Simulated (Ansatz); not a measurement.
# Ga4Sb3P: the cell at several levels of theory, part 2 of 2

The system is Ga4Sb3P as one 8-atom ordering (I-42m) on the zincblende lattice, a generated structure that needn't be the ground state.

Ansatz 0.2.0, plane waves.

### Step 3. r2SCAN: cell and atoms

The cell of step 2 is the starting point.

Input file input.yaml:

```yaml
crystal:
  lattice:
    - [-3.0178861553, 3.0178861553, 6.0165019925]
    - [3.0178861553, -3.0178861553, 6.0165019925]
    - [3.0178861553, 3.0178861553, -6.0165019925]
  atoms:
    - { symbol: P, position: [0.0, 0.0, 0.0] }
    - { symbol: Ga, position: [0.6515690177, 0.6515690177, 0.5396192198] }
    - { symbol: Sb, position: [0.25, 0.75, 0.5] }
    - { symbol: Ga, position: [0.8880502021, 0.3484309823, 0.0] }
    - { symbol: Sb, position: [0.5, 0.5, 0.0] }
    - { symbol: Ga, position: [0.1119497979, 0.1119497979, 0.4603807802] }
    - { symbol: Sb, position: [0.75, 0.25, 0.5] }
    - { symbol: Ga, position: [0.3484309823, 0.8880502021, 0.0] }
kpoints:
  mp_grid: { grid: [6, 6, 6] }
hamiltonian:
  xc: r2scan
scf:
  occupations: { method: fermi_dirac, width: 0.02 }
relax:
  f_tol: 0.005
  cell: {}
```

Started as:

```bash
> ansatz run input.yaml --threads 2 --pin off --max-ram 20275MiB --backend cpu --events-out ev --progress --plain --runs-dir out
```

Log:

```text
Engine: ansatz 0.2.0, x86_64-unknown-linux-gnu
Pseudopotentials: kind: paw
Pseudopotential: P, paw, valence charge 5, recommended cutoff 500 eV (meta_gga), P.paw.azcp
Pseudopotential: Ga, paw, valence charge 13, recommended cutoff 500 eV (meta_gga), Ga.paw.azcp
Pseudopotential: Sb, paw, valence charge 15, recommended cutoff 500 eV (meta_gga), Sb.paw.azcp
Functional definition: r2SCAN
  parameter k0 = 0.174
  parameter k1 = 0.065
  parameter a1 = 4.9479
  exchange = r2scan_x(k0 = k0, k1 = k1, a1 = a1)
  correlation = r2scan_c
Crystal: 8 atoms, lattice volume = 219.184 Å³
Basis set: ecut = 500 eV, 5541 PW (Γ), exchange–correlation on 216×216×216 points (64 copies of the dense FFT grid, shifted against one another)
Bands: 62, of which v1, the nominal top of the filled ones, is band 51 counted from 1 (50 counted from 0)
Symmetry: 8 space group operations
Space group: I-42m (ITA 121), of the structure as read, at distance tolerance 6.0e-5 Å
k-points: 30 of 216 (time reversal used)
Non-local potential: P, projectors of the file, l = 0: 2, l = 1: 2, l = 2: 2
Non-local potential: Ga, projectors of the file, l = 0: 2, l = 1: 2, l = 2: 3, l = 3: 1
Non-local potential: Sb, projectors of the file, l = 0: 2, l = 1: 2, l = 2: 2, l = 3: 2
PAW form: soft (Blöchl's): semilocal exchange-correlation on the pseudo side does not see the compensation charge
PAW frozen core: P, regenerated for the run's functional (the file was generated under x = pbe(κ = 0.804, μ = 0.2195149727645171), c = pbe(β = 0.06672455060314922))
PAW frozen core: Ga, regenerated for the run's functional (the file was generated under x = pbe(κ = 0.804, μ = 0.2195149727645171), c = pbe(β = 0.06672455060314922))
PAW frozen core: Sb, regenerated for the run's functional (the file was generated under x = pbe(κ = 0.804, μ = 0.2195149727645171), c = pbe(β = 0.06672455060314922))
PAW one-centre angular grid: P, 302 points (default); XC on 160 Gauss nodes
PAW one-centre angular grid: Ga, 590 points (default); XC on 160 Gauss nodes
PAW one-centre angular grid: Sb, 590 points (default); XC on 160 Gauss nodes
Initial density: superposition of atomic densities (neutral atoms: chi_scale 0, normalization atom), corrected by the library's trained network
Initial wavefunctions: pseudopotential atomic-orbital guess
Functional: x = r2scan, c = r2scan; τ floored in thin density (d = 2e-4 eV/Å³)
SCF iter   1: F=—  HF=-35419.751789 eV  |F-HF|=—  |Δ(HF+E_count)|=         —  Δρ=7.96e-3  dr2=6.86e-2  dr2_τ=1.35e-2  ethr=1.77e-3  ⟨swp⟩=7.2  Hψ=7469  notcnv=0  defer=3
preconditioner: auto → Resta (q_TF=auto, 2.402 Å⁻¹)  ε∞=3.2  [insulator: Δε(μ)=0.379 eV  Ē_g=14.441 eV  σ=0.020 eV  W_gap=1.00  n_scr=60 (ndim 8)  ℏωp=21.3 eV  f_vac=0.070  D(μ)=0.00/eV (n_scr^D=0)  ε∞_Penn≈3.2]
SCF iter   2: F=—  HF=-35419.771475 eV  |F-HF|=—  |Δ(HF+E_count)|=   1.97e-2  Δρ=2.11e-3  dr2=5.03e-3  dr2_τ=2.64e-4  ethr=6.73e-5  ⟨swp⟩=3.0  Hψ=3594  notcnv=0  defer=148
SCF iter   3: F=—  HF=-35419.770221 eV  |F-HF|=—  |Δ(HF+E_count)|=   1.25e-3  Δρ=1.75e-3  dr2=2.72e-3  dr2_τ=3.56e-5  ethr=4.93e-6  ⟨swp⟩=2.0  Hψ=2959  notcnv=0  defer=88
automatic band count: iteration 3 solves 60 bands in place of 62: the levels show a gap, and the empty bands left out lie too high to hold charge; the band table lists the bands solved (type scf.n_extra_bands for more)
SCF iter   4: F=—  HF=-35419.770548 eV  |F-HF|=—  |Δ(HF+E_count)|=   3.26e-4  Δρ=4.37e-4  dr2=2.78e-4  dr2_τ=4.30e-6  ethr=2.66e-6  ⟨swp⟩=2.0  Hψ=2047  notcnv=0  defer=88
SCF iter   5: F=—  HF=-35419.770561 eV  |F-HF|=—  |Δ(HF+E_count)|=   1.36e-5  Δρ=8.28e-5  dr2=1.41e-5  dr2_τ=4.04e-7  ethr=2.72e-7  ⟨swp⟩=2.0  Hψ=2186  notcnv=0  defer=88
SCF iter   6: F=—  HF=-35419.770570 eV  |F-HF|=—  |Δ(HF+E_count)|=   8.05e-6  Δρ=1.68e-5  dr2=1.00e-6  dr2_τ=1.84e-8  ethr=1.38e-8  ⟨swp⟩=3.0  Hψ=3540  notcnv=0  defer=88
SCF iter   7: F=-35419.770570 eV  HF=-35419.770570 eV  |F-HF|=2.15e-8  |Δ(HF+E_count)|=   4.10e-7  Δρ=4.60e-6  dr2=7.71e-8  dr2_τ=1.48e-9  ethr=9.80e-11  ⟨swp⟩=4.0  Hψ=7888  notcnv=0
SCF 1 converged in 7 iterations: F = -35419.770570 eV  dr2 = 7.71e-8
relax step   1: F+E_penalty+E_count = -35419.77056993 eV  Δ(F+E_penalty+E_count) = +0.000e0 eV  max|allowed force component| = 2.769e-2 eV/Å  Δτ_max = 0.0000 Å  P = -2.044 GPa  Ω = 219.184 Å³  (7 SCF iters, dr2 threshold 1.00e-7 eV, accepted)
Crystal: 8 atoms, lattice volume = 207.020 Å³
Basis set: ecut = 500 eV, 5293 PW (Γ), exchange–correlation on 216×216×216 points (64 copies of the dense FFT grid, shifted against one another)
Initial density: handed on by an earlier stage of this run
Initial wavefunctions: those handed on with the density
iter 1 solved again at ethr=1.47e-5 eV; its pass at ethr=3.10e-3 eV (dr2=1.50e-2 eV) is discarded
SCF iter   1: F=—  HF=-35419.649453 eV  |F-HF|=—  |Δ(HF+E_count)|=         —  Δρ=3.01e-3  dr2=1.53e-2  dr2_τ=5.95e-2  ethr=1.47e-5  ⟨swp⟩=3.0  Hψ=8907  notcnv=0
automatic band count: iteration 1 solves 59 bands in place of 62: the levels show a gap, and the empty bands left out lie too high to hold charge; the band table lists the bands solved (type scf.n_extra_bands for more)
preconditioner: auto → Resta (q_TF=auto, 2.425 Å⁻¹)  ε∞=3.5  [insulator: Δε(μ)=0.728 eV  Ē_g=13.979 eV  σ=0.020 eV  W_gap=1.00  n_scr=44 (ndim 8)  ℏωp=21.9 eV  f_vac=0.039  D(μ)=0.00/eV (n_scr^D=0)  ε∞_Penn≈3.5]
SCF iter   2: F=—  HF=-35419.794944 eV  |F-HF|=—  |Δ(HF+E_count)|=   1.45e-1  Δρ=1.92e-3  dr2=5.58e-3  dr2_τ=3.95e-5  ethr=1.47e-5  ⟨swp⟩=3.6  Hψ=3382  notcnv=0
SCF iter   3: F=—  HF=-35419.796334 eV  |F-HF|=—  |Δ(HF+E_count)|=   1.39e-3  Δρ=5.96e-4  dr2=1.01e-3  dr2_τ=1.70e-5  ethr=5.47e-6  ⟨swp⟩=2.0  Hψ=3089  notcnv=0
SCF iter   4: F=—  HF=-35419.796323 eV  |F-HF|=—  |Δ(HF+E_count)|=   1.12e-5  Δρ=3.40e-4  dr2=1.20e-4  dr2_τ=3.43e-6  ethr=9.91e-7  ⟨swp⟩=2.0  Hψ=2919  notcnv=0
SCF iter   5: F=—  HF=-35419.796255 eV  |F-HF|=—  |Δ(HF+E_count)|=   6.79e-5  Δρ=1.33e-4  dr2=2.90e-5  dr2_τ=2.03e-7  ethr=1.18e-7  ⟨swp⟩=2.0  Hψ=2830  notcnv=0
SCF iter   6: F=—  HF=-35419.796261 eV  |F-HF|=—  |Δ(HF+E_count)|=   5.96e-6  Δρ=4.14e-5  dr2=2.90e-6  dr2_τ=3.55e-8  ethr=2.84e-8  ⟨swp⟩=2.0  Hψ=2429  notcnv=0
SCF iter   7: F=-35419.796262 eV  HF=-35419.796262 eV  |F-HF|=1.60e-8  |Δ(HF+E_count)|=   6.35e-7  Δρ=1.12e-5  dr2=2.31e-7  dr2_τ=2.34e-9  ethr=7.84e-10  ⟨swp⟩=5.0  Hψ=6223  notcnv=0
SCF 2 converged in 7 iterations: F = -35419.796262 eV  dr2 = 2.31e-7
relax step   2: F+E_penalty+E_count = -35419.79626179 eV  Δ(F+E_penalty+E_count) = -2.569e-2 eV  max|allowed force component| = 1.596e-1 eV/Å  Δτ_max = 0.0268 Å  P = +1.332 GPa  Ω = 207.020 Å³  energy of the carried Pulay correction = +2.418e-3 eV  (7 SCF iters, dr2 threshold 8.00e-7 eV, accepted)
Crystal: 8 atoms, lattice volume = 211.596 Å³
Basis set: ecut = 500 eV, 5413 PW (Γ), exchange–correlation on 216×216×216 points (64 copies of the dense FFT grid, shifted against one another)
iter 1 solved again at ethr=5.36e-6 eV; its pass at ethr=3.10e-3 eV (dr2=5.46e-3 eV) is discarded
SCF iter   1: F=—  HF=-35419.777935 eV  |F-HF|=—  |Δ(HF+E_count)|=         —  Δρ=2.32e-3  dr2=5.63e-3  dr2_τ=1.88e-2  ethr=5.36e-6  ⟨swp⟩=2.6  Hψ=8720  notcnv=0
automatic band count: iteration 1 solves 59 bands in place of 62: the levels show a gap, and the empty bands left out lie too high to hold charge; the band table lists the bands solved (type scf.n_extra_bands for more)
preconditioner: auto → Resta (q_TF=auto, 2.416 Å⁻¹)  ε∞=3.4  [insulator: Δε(μ)=0.708 eV  Ē_g=13.862 eV  σ=0.020 eV  W_gap=1.00  n_scr=60 (ndim 8)  ℏωp=21.7 eV  f_vac=0.061  D(μ)=0.00/eV (n_scr^D=0)  ε∞_Penn≈3.4]
SCF iter   2: F=—  HF=-35419.823931 eV  |F-HF|=—  |Δ(HF+E_count)|=   4.60e-2  Δρ=1.34e-3  dr2=1.64e-3  dr2_τ=1.71e-5  ethr=5.36e-6  ⟨swp⟩=3.0  Hψ=3626  notcnv=0
SCF iter   3: F=—  HF=-35419.824376 eV  |F-HF|=—  |Δ(HF+E_count)|=   4.46e-4  Δρ=5.15e-4  dr2=3.85e-4  dr2_τ=3.24e-6  ethr=1.61e-6  ⟨swp⟩=1.9  Hψ=2041  notcnv=0
SCF iter   4: F=—  HF=-35419.824519 eV  |F-HF|=—  |Δ(HF+E_count)|=   1.43e-4  Δρ=1.11e-4  dr2=2.09e-5  dr2_τ=2.84e-7  ethr=3.78e-7  ⟨swp⟩=2.0  Hψ=2837  notcnv=0
SCF iter   5: F=—  HF=-35419.824507 eV  |F-HF|=—  |Δ(HF+E_count)|=   1.16e-5  Δρ=5.01e-5  dr2=5.18e-6  dr2_τ=6.87e-8  ethr=2.04e-8  ⟨swp⟩=2.0  Hψ=2850  notcnv=0
SCF iter   6: F=-35419.824508 eV  HF=-35419.824508 eV  |F-HF|=1.06e-7  |Δ(HF+E_count)|=   4.27e-7  Δρ=1.18e-5  dr2=3.70e-7  dr2_τ=6.47e-9  ethr=7.84e-10  ⟨swp⟩=3.3  Hψ=6782  notcnv=0
SCF 3 converged in 6 iterations: F = -35419.824508 eV  dr2 = 3.70e-7
relax step   3: F+E_penalty+E_count = -35419.82450768 eV  Δ(F+E_penalty+E_count) = -2.825e-2 eV  max|allowed force component| = 1.704e-2 eV/Å  Δτ_max = 0.0241 Å  P = -0.100 GPa  Ω = 211.596 Å³  energy of the carried Pulay correction = +1.493e-3 eV  (6 SCF iters, dr2 threshold 8.00e-7 eV, accepted)
Crystal: 8 atoms, lattice volume = 211.289 Å³
Basis set: ecut = 500 eV, 5397 PW (Γ), exchange–correlation on 216×216×216 points (64 copies of the dense FFT grid, shifted against one another)
iter 1 solved again at ethr=4.03e-8 eV; its pass at ethr=3.10e-3 eV (dr2=4.11e-5 eV) is discarded
SCF iter   1: F=—  HF=-35419.824464 eV  |F-HF|=—  |Δ(HF+E_count)|=         —  Δρ=1.93e-4  dr2=3.74e-5  dr2_τ=1.20e-4  ethr=4.03e-8  ⟨swp⟩=3.0  Hψ=8137  notcnv=0
automatic band count: iteration 1 solves 59 bands in place of 62: the levels show a gap, and the empty bands left out lie too high to hold charge; the band table lists the bands solved (type scf.n_extra_bands for more)
preconditioner: auto → Resta (q_TF=auto, 2.416 Å⁻¹)  ε∞=3.4  [insulator: Δε(μ)=0.697 eV  Ē_g=13.874 eV  σ=0.020 eV  W_gap=1.00  n_scr=60 (ndim 8)  ℏωp=21.7 eV  f_vac=0.054  D(μ)=0.00/eV (n_scr^D=0)  ε∞_Penn≈3.4]
SCF iter   2: F=—  HF=-35419.824745 eV  |F-HF|=—  |Δ(HF+E_count)|=   2.80e-4  Δρ=1.11e-4  dr2=1.02e-5  dr2_τ=9.49e-8  ethr=3.67e-8  ⟨swp⟩=3.0  Hψ=2893  notcnv=0
SCF iter   3: F=—  HF=-35419.824741 eV  |F-HF|=—  |Δ(HF+E_count)|=   3.73e-6  Δρ=4.89e-5  dr2=2.64e-6  dr2_τ=2.04e-8  ethr=9.99e-9  ⟨swp⟩=2.0  Hψ=1936  notcnv=0
SCF iter   4: F=—  HF=-35419.824742 eV  |F-HF|=—  |Δ(HF+E_count)|=   1.03e-6  Δρ=8.88e-6  dr2=2.17e-7  dr2_τ=4.94e-9  ethr=2.59e-9  ⟨swp⟩=3.0  Hψ=2952  notcnv=0
SCF iter   5: F=—  HF=-35419.824742 eV  |F-HF|=—  |Δ(HF+E_count)|=   2.64e-8  Δρ=4.23e-6  dr2=4.17e-8  dr2_τ=3.66e-10  ethr=2.13e-10  ⟨swp⟩=2.0  Hψ=2850  notcnv=0
SCF iter   6: F=-35419.824742 eV  HF=-35419.824742 eV  |F-HF|=6.84e-10  |Δ(HF+E_count)|=  2.18e-11  Δρ=1.22e-6  dr2=4.36e-9  dr2_τ=8.11e-11  ethr=2.49e-11  ⟨swp⟩=5.0  Hψ=6336  notcnv=0
SCF 4 converged in 6 iterations: F = -35419.824742 eV  dr2 = 4.36e-9
relax step   4: F+E_penalty+E_count = -35419.82474206 eV  Δ(F+E_penalty+E_count) = -2.344e-4 eV  max|allowed force component| = 3.843e-3 eV/Å  Δτ_max = 0.0021 Å  P = -0.012 GPa  Ω = 211.289 Å³  energy of the carried Pulay correction = +1.554e-3 eV  (6 SCF iters, dr2 threshold 2.54e-8 eV, accepted)
Initial wavefunctions: pseudopotential atomic-orbital guess (no wavefunctions were taken with the density)
iter 1 solved again at ethr=5.27e-7 eV; its pass at ethr=3.10e-3 eV (dr2=5.37e-4 eV) is discarded
SCF iter   1: F=—  HF=-35419.823321 eV  |F-HF|=—  |Δ(HF+E_count)|=         —  Δρ=3.84e-5  dr2=1.13e-6  dr2_τ=8.80e-7  ethr=5.27e-7  ⟨swp⟩=3.5  Hψ=12822  notcnv=0
preconditioner: auto → Resta (q_TF=auto, 2.416 Å⁻¹)  ε∞=3.3  [insulator: Δε(μ)=0.698 eV  Ē_g=14.439 eV  σ=0.020 eV  W_gap=1.00  n_scr=60 (ndim 8)  ℏωp=21.7 eV  f_vac=0.054  D(μ)=0.00/eV (n_scr^D=0)  ε∞_Penn≈3.3]
SCF iter   2: F=—  HF=-35419.823319 eV  |F-HF|=—  |Δ(HF+E_count)|=   1.71e-6  Δρ=2.77e-5  dr2=7.40e-7  dr2_τ=2.35e-8  ethr=1.11e-9  ⟨swp⟩=2.9  Hψ=3446  notcnv=0
SCF iter   3: F=—  HF=-35419.823319 eV  |F-HF|=—  |Δ(HF+E_count)|=   2.14e-7  Δρ=3.40e-6  dr2=1.85e-8  dr2_τ=2.25e-9  ethr=7.26e-10  ⟨swp⟩=2.0  Hψ=2940  notcnv=0
SCF iter   4: F=—  HF=-35419.823319 eV  |F-HF|=—  |Δ(HF+E_count)|=   6.21e-8  Δρ=1.65e-6  dr2=3.61e-9  dr2_τ=4.61e-11  ethr=1.82e-11  ⟨swp⟩=2.4  Hψ=2955  notcnv=0
SCF iter   5: F=—  HF=-35419.823319 eV  |F-HF|=—  |Δ(HF+E_count)|=   1.58e-9  Δρ=9.52e-7  dr2=8.99e-10  dr2_τ=2.54e-11  ethr=3.53e-12  ⟨swp⟩=2.0  Hψ=3387  notcnv=0
SCF iter   6: F=-35419.823319 eV  HF=-35419.823319 eV  |F-HF|=0.00e0  |Δ(HF+E_count)|=  2.62e-10  Δρ=2.93e-7  dr2=7.26e-11  dr2_τ=1.20e-12  ethr=1.00e-12  ⟨swp⟩=3.6  Hψ=7883  notcnv=0
SCF 5 converged in 6 iterations: F = -35419.823319 eV  dr2 = 7.26e-11
relax step   5: F+E_penalty+E_count = -35419.82331921 eV  Δ(F+E_penalty+E_count) = +1.423e-3 eV  max|allowed force component| = 3.841e-3 eV/Å  Δτ_max = 0.0000 Å  P = -0.017 GPa  Ω = 211.289 Å³  stress off target by 2.02e-2 GPa  SCF on the basis re-selected at this cell (its energy is not comparable with the rows above)  (6 SCF iters)
basis re-selected at this cell: Δ(F+E_penalty+E_count) = +1.423e-3 eV, ΔP = -0.006 GPa vs the last step (what re-selecting the basis moved, of the pressure what is left beyond the Pulay correction that the steps carried, after the strain that the cell walked since its last selection, with what the two solves' SCF thresholds leave and, on support functions, any second-order correction that the steps lacked; it is no measure of the basis error at this ecutwfc). This SCF's stress stands 2.02e-2 GPa from its target on what of the cell is left free (relax.cell.stress_tol is 5.00e-2 GPa) and its largest allowed force component is 3.84e-3 eV/Å (relax.f_tol is 5.00e-3 eV/Å): within both
SCF converged after 6 iterations
Free energy (F): -35419.823319 eV
Harris-Foulkes:  -35419.823319 eV  (|F-HF|=0.00e0)
Internal energy: -35419.823319 eV  (E = F + TS)
E sigma→0 (E₀):  -35419.823319 eV
Fermi energy:    7.801318 eV
--- Per-component energies (eV) ---
  E_band       = -899.472287
  E_kinetic    = 1149.309431
  E_local      = -13943.571898  (includes V_loc(G=0)·N_el)
  E_nonlocal   = 2831.073302
  E_hartree    = 6434.905064
  E_xc         = -688.480469
  E_vxc        = -609.426226  (∫ρ·V_xc dr)
  E_paw        = -22399.490705  (= ΣΔE_a)
  E_vpaw       = -3232.846921  (= ΣTr[D̂ρ^β])
  E_aug_tail   = -0.000163  (compensation charges beyond the density's cutoff)
  E_vtau       = 36.180738  (kinetic-family band-sum trace: ∫τ·v_τ [+ j·A + Jᵃ·Aᵃ] dr)
  E_ewald      = -8802.382872
  E_core_change = -1.185011  (= ΣΔE_core)
  E_smearing   = -0.000000  (= −TS)
  E_closure    = 0.000000  (closes the sum)
  Σ components = -35419.823319   (vs F -35419.823319, Δ=0.00e0)
--- Forces (eV/Å), atoms counted from 1 ---
  atom   1  P     -0.00000000     0.00000000     0.00000000
  atom   2  Ga     0.00006956     0.00006956     0.00384097
  atom   3  Sb    -0.00000000     0.00000000     0.00000000
  atom   4  Ga    -0.00006956     0.00006956    -0.00384097
  atom   5  Sb    -0.00000000    -0.00000000    -0.00000000
  atom   6  Ga    -0.00006956    -0.00006956     0.00384097
  atom   7  Sb    -0.00000000    -0.00000000     0.00000000
  atom   8  Ga     0.00006956    -0.00006956    -0.00384097
  max |Σ_I F_I| component: 3.47e-17 eV/Å
--- Stress (GPa, compression-positive) ---
       -0.016072       0.000000       0.000000
       -0.000000      -0.016072      -0.000000
        0.000000      -0.000000      -0.020225
  P = ⅓ Tr σ = -0.0175 GPa (-0.175 kbar)
--- Relaxed structure (4 steps of the walk, 4 accepted, 1 SCFs on fresh bases) ---
  F+E_penalty+E_count = -35419.82331921 eV   max|allowed force component| = 3.841e-3 eV/Å   (the final SCF, on the basis selected at the relaxed cell)
  cell:  # Å, volume = 211.2894 Å³
    - [-2.9808101091145227, 2.9808101091145227, 5.9449628237540795]
    - [2.9808101091145227, -2.9808101091145227, 5.9449628237540795]
    - [2.9808101091145227, 2.9808101091145227, -5.9449628237540795]
  atoms:
    - { symbol: P, position: [7.195963658666456e-20, -1.121605007561532e-19, -1.0777764137140595e-19] }
    - { symbol: Ga, position: [0.6511953186401561, 0.6511953186401561, 0.5390831018862488] }
    - { symbol: Sb, position: [0.24999999999999997, 0.7500000000000001, 0.5000000000000001] }
    - { symbol: Ga, position: [0.8878877832460925, 0.34880468135984394, 0.0] }
    - { symbol: Sb, position: [0.5, 0.5, -1.0777764137140602e-19] }
    - { symbol: Ga, position: [0.11211221675390742, 0.11211221675390742, 0.46091689811375125] }
    - { symbol: Sb, position: [0.7500000000000001, 0.24999999999999997, 0.5000000000000001] }
    - { symbol: Ga, position: [0.34880468135984394, 0.8878877832460925, 0.0] }
```

It took 1.7 min on 2 threads of AMD EPYC 7R13 (Zen 3), shared host; peak memory 1.5 GiB.

Step by step:

```csv
step,energy change (meV/atom),largest force (eV/Å),pressure (GPa),volume (Å³/atom)
1,0.0,0.0277,-2.04,27.398
2,-3.2,0.1596,1.33,25.877
3,-6.7,0.0170,-0.10,26.449
4,-6.8,0.0038,-0.01,26.411
5,-6.6,0.0038,-0.02,26.411
```

Step 5 solves the same cell on a plane-wave basis chosen anew, so the energy can jump there without a move.

The table lists every geometry solved, with passes on a fresh basis, whose energies don't compare exactly with the rows above.

```
                       before   after   change
                a (Å)   6.036   5.962  -1.23 %
                c (Å)  12.033  11.890  -1.19 %
     volume (Å³/atom)  27.398  26.411  -3.60 %
shortest distance (Å)   2.426   2.399  -1.11 %
          space group   I-42m   I-42m     same
```

### Step 4. Results

This closing draws on all 2 parts.

| level | a (Å) | c (Å) | volume (Å³/atom) | space group | SCF geometries |
| --- | --- | --- | --- | --- | --- |
| PBE | 6.036 | 12.033 | 27.398 | I-42m | 5 |
| r2SCAN | 5.962 | 11.890 | 26.411 | I-42m | 5 |

**Reading.** From the start to the first minimum the volume moved by +13.2 %. The volume runs from r2SCAN (least) to PBE (most), a spread of 3.7 %, or 1.2 % in length if all axes shared it alike.
